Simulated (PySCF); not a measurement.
# C5H4OP2: magnetic properties

Aim: compute the magnetic properties of C5H4OP2 (`O=Cc1cpccp1`).

Computed with PySCF 2.14.0 and routines of our own; the level stands in each step. Atoms count from 0.

### 1 The starting structure

12 atoms, charge 0, multiplicity 1; geometry from: GFN2-xTB.

### 2 Magnetic properties: GIAO BHandHLYP/pcSseg-1

The job: settings as JSON, then the geometry in Å.

```
{"job": {"kind": "mag", "xc": "BHandHLYP", "basis": "pcSseg-1", "isotopologues": 2}, "charge": 0, "multiplicity": 1}
O      3.220105    -0.087109    -0.205998
C      2.299964     0.401780     0.395976
C      0.873287     0.146843     0.141778
C      0.544823    -0.729351    -0.877433
P     -1.011186    -1.245268    -1.431920
C     -2.078929    -0.367776    -0.365842
C     -1.769705     0.503443     0.645061
P     -0.207240     1.024966     1.206432
H      2.468355     1.116752     1.229123
H      1.394401    -1.156348    -1.405009
H     -3.133425    -0.553111    -0.549090
H     -2.599254     0.944493     1.190894
```

Method: GIAO BHandHLYP/pcSseg-1 magnetisability, rotational g tensor and spin-rotation constants, non-relativistic, gas phase.

Run with:

```console
$ OMP_NUM_THREADS=1 python excited_run.py task.json out
```

One launch serves the whole session: the jobs run in the order shown.

Standard output:

```text
coarse grid: 12248 points
cycle   1  E = -950.4273029500  dE =  1.620e+00  |g| = 7.505e-01  |ddm| = 3.709e+00
cycle   2  E = -950.2664387198  dE =  1.609e-01  |g| = 1.226e+00  |ddm| = 2.081e+00
cycle   3  E = -950.5507631335  dE = -2.843e-01  |g| = 6.150e-02  |ddm| = 1.487e+00
cycle   4  E = -950.5512767959  dE = -5.137e-04  |g| = 5.401e-02  |ddm| = 1.319e-01
cycle   5  E = -950.5520830323  dE = -8.062e-04  |g| = 1.122e-02  |ddm| = 7.562e-02
cycle   6  E = -950.5521146636  dE = -3.163e-05  |g| = 5.369e-03  |ddm| = 2.033e-02
cycle   7  E = -950.5521232646  dE = -8.601e-06  |g| = 1.799e-03  |ddm| = 7.758e-03
final grid: 112592 points
cycle   8  E = -950.5978744425  dE = -9.640e-06  |g| = 3.737e-03  |ddm| = 1.133e-02
cycle   9  E = -950.5978715349  dE =  2.908e-06  |g| = 5.140e-03  |ddm| = 8.462e-03
cycle  10  E = -950.5978780948  dE = -6.560e-06  |g| = 4.222e-04  |ddm| = 5.400e-03
cycle  11  E = -950.5978781309  dE = -3.604e-08  |g| = 1.784e-04  |ddm| = 5.223e-04
cycle  12  E = -950.5978781390  dE = -8.145e-09  |g| = 5.458e-05  |ddm| = 2.971e-04
cycle  13  E = -950.5978781401  dE = -1.114e-09  |g| = 1.473e-05  |ddm| = 1.106e-04
cycle  14  E = -950.5978781402  dE = -1.205e-10  |g| = 5.869e-06  |ddm| = 4.053e-05
converged SCF energy = -950.5978781402

Magnetisability tensor (1e-30 J/T^2)
     -670.35      -20.89      -77.07
      -20.89    -1664.40      745.15
      -77.07      745.15    -1421.82
isotropic -1252.19   principal values   -2298.78   -822.31   -635.47
isotropic susceptibility -75.409 1e-6 cm^3/mol

Inertial axes            a          b          c
rot. const./GHz      2.3293     1.2618     0.8184
chi total           -42.920    -44.870   -138.436
chi diamagnetic    -581.373  -1007.159  -1478.623
chi paramagnetic    538.453    962.289   1340.187
quadrupole/D A       -2.450      1.185      1.266
g nuclear            0.5159     0.5306     0.5254
g electronic        -0.5892    -0.5704    -0.5153
g total             -0.0734    -0.0398     0.0101

Spin-rotation constants (kHz, H = +C I.J)
atom  isotope        aa         bb         cc
  4    31P        6.899      3.331      0.894
  7    31P        7.440      3.409      0.887
  8     1H       -0.061      0.081     -0.071
  9     1H       -0.029      0.092     -0.078
 10     1H        0.340     -0.132     -0.081
 11     1H       -0.042      0.076     -0.080
  0    17O*      -2.057     -1.132      0.003
  1    13C*       1.222      0.587      0.201
  2    13C*       1.516      0.519      0.086
  3    13C*       1.048      0.791      0.061
  5    13C*       1.536      0.498      0.078
  6    13C*       1.016      0.749      0.078
* in the singly substituted isotopologue

Isotopologues: g along a, b, c
2H    at 8,9,10,11         -0.0703    -0.0375     0.0095
18O   at 0                 -0.0731    -0.0379     0.0099
```

Wall time 38 s (1 thread of Arm Neoverse N1, shared host); peak memory 0.75 GiB.

From this job:

| quantity | value |
| --- | --- |
| magnetisability | -1252·10⁻³⁰ J/T² |
| molar susceptibility | -75.4·10⁻⁶ cm³/mol |
| rotational g (a, b, c) | -0.0734, -0.0398, 0.0101 |

### 3 Magnetic properties: GIAO HSE06/6-31G* in dichloromethane

The job, as its differences from that of step 2:

```diff
@@ -1,2 +1,2 @@
-{"job": {"kind": "mag", "xc": "BHandHLYP", "basis": "pcSseg-1", "isotopologues": 2}, "charge": 0, "multiplicity": 1}
+{"job": {"kind": "mag", "xc": "HSE06", "basis": "6-31G*", "solvent": "dichloromethane"}, "charge": 0, "multiplicity": 1}
 O      3.220105    -0.087109    -0.205998
```

Level: GIAO HSE06/6-31G* magnetisability, non-relativistic, IEF-PCM dichloromethane.

Standard output:

```text
coarse grid: 12248 points
cycle   1  E = -950.2468666101  dE =  1.377e+00  |g| = 7.489e-01  |ddm| = 3.965e+00
cycle   2  E = -949.8685014503  dE =  3.784e-01  |g| = 1.526e+00  |ddm| = 2.173e+00
cycle   3  E = -950.3603888451  dE = -4.919e-01  |g| = 1.351e-01  |ddm| = 1.652e+00
cycle   4  E = -950.3631376796  dE = -2.749e-03  |g| = 8.873e-02  |ddm| = 2.436e-01
cycle   5  E = -950.3652955194  dE = -2.158e-03  |g| = 1.828e-02  |ddm| = 1.156e-01
cycle   6  E = -950.3653748758  dE = -7.936e-05  |g| = 8.678e-03  |ddm| = 2.815e-02
cycle   7  E = -950.3653984459  dE = -2.357e-05  |g| = 1.687e-03  |ddm| = 1.127e-02
cycle   8  E = -950.3653991835  dE = -7.376e-07  |g| = 3.898e-04  |ddm| = 2.084e-03
final grid: 112592 points
cycle   9  E = -950.2808162141  dE = -2.426e-05  |g| = 4.802e-03  |ddm| = 1.786e-02
cycle  10  E = -950.2808066165  dE =  9.598e-06  |g| = 7.401e-03  |ddm| = 1.272e-02
cycle  11  E = -950.2808226778  dE = -1.606e-05  |g| = 7.206e-04  |ddm| = 8.523e-03
cycle  12  E = -950.2808227754  dE = -9.765e-08  |g| = 2.998e-04  |ddm| = 9.640e-04
cycle  13  E = -950.2808227927  dE = -1.729e-08  |g| = 9.067e-05  |ddm| = 3.397e-04
cycle  14  E = -950.2808227947  dE = -1.923e-09  |g| = 2.325e-05  |ddm| = 9.872e-05
cycle  15  E = -950.2808227948  dE = -1.430e-10  |g| = 1.117e-05  |ddm| = 3.980e-05
converged SCF energy = -950.2808227948

Magnetisability tensor (1e-30 J/T^2)
     -602.75      -23.82      -82.05
      -23.82    -1631.95      759.64
      -82.05      759.64    -1384.51
isotropic -1206.40   principal values   -2278.61   -773.90   -566.70
isotropic susceptibility -72.651 1e-6 cm^3/mol

Inertial axes            a          b          c
rot. const./GHz      2.3293     1.2618     0.8184
chi total           -39.086    -41.647   -137.221
chi diamagnetic    -579.152  -1003.239  -1475.708
chi paramagnetic    540.066    961.592   1338.487
quadrupole/D A       -1.095     -0.347      1.442
```

Run time: 41 s. Hardware: 1 thread of Arm Neoverse N1, shared host; peak memory 0.75 GiB.

From this job:

| quantity | value |
| --- | --- |
| magnetisability | -1206·10⁻³⁰ J/T² |
| molar susceptibility | -72.7·10⁻⁶ cm³/mol |

### 4 Results

| quantity | value |
| --- | --- |
| magnetisability (step 2, GIAO BHandHLYP/pcSseg-1) | -1252·10⁻³⁰ J/T² |
| molar susceptibility (step 2, GIAO BHandHLYP/pcSseg-1) | -75.4·10⁻⁶ cm³/mol |
| rotational g (a, b, c) (step 2, GIAO BHandHLYP/pcSseg-1) | -0.0734, -0.0398, 0.0101 |

**Reading.** The values above hold for this geometry and these levels alone. Vibrational averaging and real surroundings are missing from these values.
